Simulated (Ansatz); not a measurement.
# Ga2Sb2CO: the cost of one run

Program: Ansatz 0.2.0. Level of theory: DFT PBE+D3(BJ), scalar-relativistic, plane waves, PAW. These are calculated values, not measurements.

The COD entry's cell or inner coordinates are ideal or old and differ from later refinements, so a difference from it is no clean test against experiment.

7 further runs of the same task are left out: 7 set aside as unsound or not needed.

**1. The starting structure**

Symmetry: P3m1, No. 156, trigonal system. The conventional cell has a = 4.334 Å, b = 4.334 Å, c = 23.620 Å, α = 90.00°, β = 90.00°, γ = 120.00°. Sb (site symmetry 3m) has 3 Ga at 2.65 Å as nearest neighbours. Ga (site symmetry 3m) has 4 Sb at 2.65 to 2.81 Å as nearest neighbours. Around Sb (site symmetry 3m) lie 4 Ga at 2.62 to 2.81 Å. Around Ga (site symmetry 3m) lie 3 Sb at 2.62 Å. O (site symmetry 3m) has 1 C at 1.15 Å as nearest neighbours. Around C (site symmetry 3m) lie 1 O at 1.15 Å.

Coordinates:

```
Sb Ga O C
1.0
     4.33438    0.00000    0.00000
    -2.16719    3.75368    0.00000
     0.00000    0.00000   23.61974
Sb Ga O C
2 2 1 1
Direct
  0.00000 0.00000 0.16935
  0.33333 0.66667 0.32597
  0.33333 0.66667 0.20681
  0.66667 0.33333 0.35859
  0.66667 0.33333 0.50253
  0.66667 0.33333 0.55122
```

This is the geometry of the first run shown, built on a cell relaxed beforehand with the same method.

**2. Plan of the line**

Atoms count from 1 in the order of the input.

CO (O end down) is moved over the surface cell at a fixed height above a rigid substrate; the origin of the map has the adsorbate above Ga4; the height is held at 3.40 Å.

- position of O5 along the first surface vector, from above Ga4: 9 values from 0.000 to 0.889, periodic
- position of O5 along the second surface vector, from above Ga4: 9 values from 0.000 to 0.889, periodic

Nothing else is relaxed. Points are written as (first, second).

The two vectors of the plane (Å): (4.334, 0.000, 0.000); (-2.167, 3.754, 0.000).

**3. Point (0/9, 0/9) of the map's two axes**

A dipole layer in the vacuum cancels the field that periodic copies would set up if the slab's two faces differ.

The input, input.yaml:

```yaml
crystal:
  lattice:
    - [4.3343814647, 0.0, 0.0]
    - [-2.1671907324, 3.7536844581, 0.0]
    - [0.0, 0.0, 23.6197422994]
  atoms:
    - { symbol: Sb, position: [0.0, 0.0, 0.1693498578] }
    - { symbol: Ga, position: [0.3333333333, 0.6666666667, 0.2068080104] }
    - { symbol: Sb, position: [0.3333333333, 0.6666666667, 0.3259656336] }
    - { symbol: Ga, position: [0.6666666667, 0.3333333333, 0.3585874135] }
    - { symbol: O, position: [0.6666666667, 0.3333333333, 0.5025347927] }
    - { symbol: C, position: [0.6666666667, 0.3333333333, 0.5512228768] }
basis:
  ecutwfc: 420
kpoints:
  mp_grid: { grid: [6, 6, 1] }
hamiltonian:
  xc: pbe
  pseudopotentials: { kind: paw, azcp: { folder: soft_1 } }
  dispersion: d3bj
scf:
  occupations: { method: gaussian, width: 0.1 }
output:
  forces: true
  eigenvalues: true
efield:
  axis: 3
  dipole_correction: true
  ramp_width: 0.04
```

Launch:

```bash
> ansatz run input.yaml --threads 1 --pin off --max-ram 3072MiB --backend cpu --events-out ev --progress --plain --runs-dir out
```

Q: Estimate wall time and peak memory on 1 thread of Arm Neoverse V1, shared host.

About 13 s, with a peak of 0.5 GiB.
